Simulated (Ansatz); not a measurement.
Crystal: Ta3AsAu2O13.

```xyz
19
Lattice="5.7238 -0.0075 -0.0040 1.3028 6.2550 0.0056 0.2757 1.3007 8.3675" Properties=species:S:1:pos:R:3 pbc="T T T"
Ta    1.8016    2.6675    4.8901
Ta    0.6106    1.9943    8.3559
Ta    4.2828    4.5395    4.2252
As    4.7578    6.6860    6.9518
Au    3.4916    0.8150    1.5556
Au    1.4492    5.7148    3.7432
O     4.8936    5.2811    5.9496
O     3.3221    1.7411    5.8246
O     6.2809    6.7422    7.6940
O     3.3672    6.6706    7.9235
O     4.5687    1.8638    0.2577
O     1.7240    1.5064    0.9269
O     0.9962    1.2256    4.1088
O     3.3758    2.9946    3.6400
O     0.9058    2.6910    6.5776
O     6.1615    3.9169    3.8186
O     4.0664    5.7780    2.9290
O     2.4385    4.7506    5.2300
O     6.5613    6.2408    1.8957
```

The cell was built by a generator and needn't be a form met in nature.

Base run:

```yaml
Program: Ansatz 0.2.0
Functional: PBE
Potentials_or_basis: Ansatz PAW
Cutoff: 420 eV
Density_cutoff: 1680 eV
k_mesh: 5 × 5 × 4
Occupations: fermi-dirac, width 0.05 eV
Spin: no spin polarisation
Hubbard_terms: Au d U = 8 eV, Ta d U = 8 eV
```

Its results: band gap on the k mesh 1.41 eV, direct; pressure 3.2 GPa; largest force 0.508 eV/Å.

The run is repeated on the same cell with these changes: hubbard terms from Au d U = 8 eV, Ta d U = 8 eV to Au d U = 4 eV, Ta d U = 4 eV. What comes out?

Band gap on the k mesh 1.46 eV, direct; pressure 1.4 GPa; largest force 0.228 eV/Å.

Caveats: odd divisions of the mesh miss points on the zone boundary, where band edges often lie, so the gap on the mesh can be too wide; spin-orbit coupling is left out, which moves the levels of the heavy elements.

A k mesh can miss the band edges.

Not every run made on this cell is shown here.
